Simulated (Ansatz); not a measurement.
Geometry optimisation, DFT PBE-D3(BJ), scalar-relativistic, plane waves, PAW (Ansatz).

Input file:

```yaml
crystal:
  lattice:
    - [5.7832, 0.0, 0.0]
    - [-2.8916, 5.008398, 0.0]
    - [0.0, 0.0, 19.2447]
  atoms:
    - { symbol: W, position: [0.0, 0.0, 0.05196236] }
    - { symbol: C, position: [0.33333334, 0.16666667, 0.1254839] }
    - { symbol: W, position: [0.0, 0.0, 0.19900544] }
    - { symbol: C, position: [0.33333334, 0.16666667, 0.27252698] }
    - { symbol: W, position: [1.0e-08, 0.50000001, 0.05196236] }
    - { symbol: C, position: [0.33333334, 0.66666668, 0.1254839] }
    - { symbol: W, position: [1.0e-08, 0.50000001, 0.19900544] }
    - { symbol: C, position: [0.33333334, 0.66666668, 0.27252698] }
    - { symbol: W, position: [0.5, 0.0, 0.05196236] }
    - { symbol: C, position: [0.83333334, 0.16666667, 0.1254839] }
    - { symbol: W, position: [0.5, 0.0, 0.19900544] }
    - { symbol: C, position: [0.83333334, 0.16666667, 0.27252698] }
    - { symbol: W, position: [0.50000001, 0.50000001, 0.05196236] }
    - { symbol: C, position: [0.83333334, 0.66666668, 0.1254839] }
    - { symbol: W, position: [0.50000001, 0.50000001, 0.19900544] }
    - { symbol: C, position: [0.83333334, 0.66666668, 0.27252698] }
    - { symbol: Ti, position: [0.83333334, 0.66666668, 0.39827589] }
    - { symbol: Cl, position: [1.16666667, 0.33333334, 0.31097913] }
    - { symbol: Cl, position: [0.43141202, 0.52756499, 0.44621688] }
    - { symbol: Cl, position: [0.97251815, 0.4039147, 0.44621688] }
    - { symbol: Cl, position: [0.83333334, 0.66666668, 0.52142668] }
basis:
  ecutwfc: 420.0
kpoints:
  mp_grid: { grid: [3, 3, 1] }
hamiltonian:
  xc: pbe
  dispersion: d3bj
  pseudopotentials: { kind: paw, azcp: { folder: soft_1 } }
scf:
  occupations: { method: gaussian, width: 0.05 }
  lower_state_search: "off"
relax:
  f_tol: 0.03
  max_steps: 60
  adjacent_minimum: "off"
  constraints: [{ sites: [0, 4, 8, 12] }]
```

Command:

```bash
$ ansatz run input.yaml --threads 4 --pin off --max-ram 10240MiB --backend cpu --events-out ev --progress --plain --runs-dir out
```

**Question.** Where does it end, and by what steps?

**Answer.** The run converged. The force dipped under the threshold on the way, but the program's further checks kept it going. Limits of this set-up: coarse k mesh, thin slab, slab without dipole correction. After 39 steps the energy has fallen by 10.945 eV; Cl20 moved furthest, 3.54 Å. Parted: C4–Cl18 (1.83 → 3.41 Å), C8–Cl18 (1.83 → 3.31 Å), W15–Cl18 (2.73 → 4.52 Å). Joined: C4–Cl20 (4.50 → 1.74 Å), C8–Ti17 (3.77 → 2.23 Å), C8–Cl19 (3.55 → 1.83 Å), W11–Ti17 (5.08 → 3.39 Å), C12–Ti17 (3.77 → 2.49 Å), Ti17–Cl18 (3.74 → 2.29 Å).

```tsv
step	energy less start (eV)	largest force component (eV/Å)	accepted
0	0.0000	2.841	yes
2	-2.8175	1.546	yes
4	-4.1066	1.322	yes
6	-5.6184	2.731	yes
8	-7.3740	1.451	yes
10	-8.2417	0.385	yes
12	-8.4604	0.182	yes
14	-8.5496	0.924	yes
16	-8.7644	1.127	yes
18	-9.2455	0.446	yes
20	-9.5029	0.232	yes
22	-9.8042	0.884	yes
24	-10.2014	0.748	yes
26	-10.3009	0.564	yes
28	-10.3221	0.227	yes
30	-10.5819	0.980	yes
32	-10.8625	0.436	yes
34	-10.9251	0.497	yes
36	-10.9444	0.058	yes
38	-10.9451	0.006	yes
39	-10.9451	0.005	yes
```

```xyz
21
Lattice="5.7832 0.0000 0.0000 -2.8916 5.0084 0.0000 0.0000 0.0000 19.2447" Properties=species:S:1:pos:R:3
W 0.000 0.000 1.000
C 1.447 0.836 2.346
W 0.007 -0.015 3.851
C 1.437 0.867 5.086
W -1.446 2.504 1.000
C -0.011 3.353 2.334
W -1.449 2.497 3.797
C -0.052 3.378 5.138
W 2.892 0.000 1.000
C 4.340 0.823 2.342
W 2.885 0.016 3.827
C 4.327 0.841 5.137
W 1.446 2.504 1.000
C 2.887 3.333 2.312
W 1.439 2.518 3.804
C 2.939 3.285 5.028
Ti 1.722 3.746 6.442
Cl 4.356 0.956 6.935
Cl -0.562 3.566 6.881
Cl 1.501 1.306 6.773
Cl 2.535 3.512 8.593
```

The run took 5.8 min on 4 threads of Arm Neoverse V1, with other jobs on the host, peak memory 1.6 GiB.
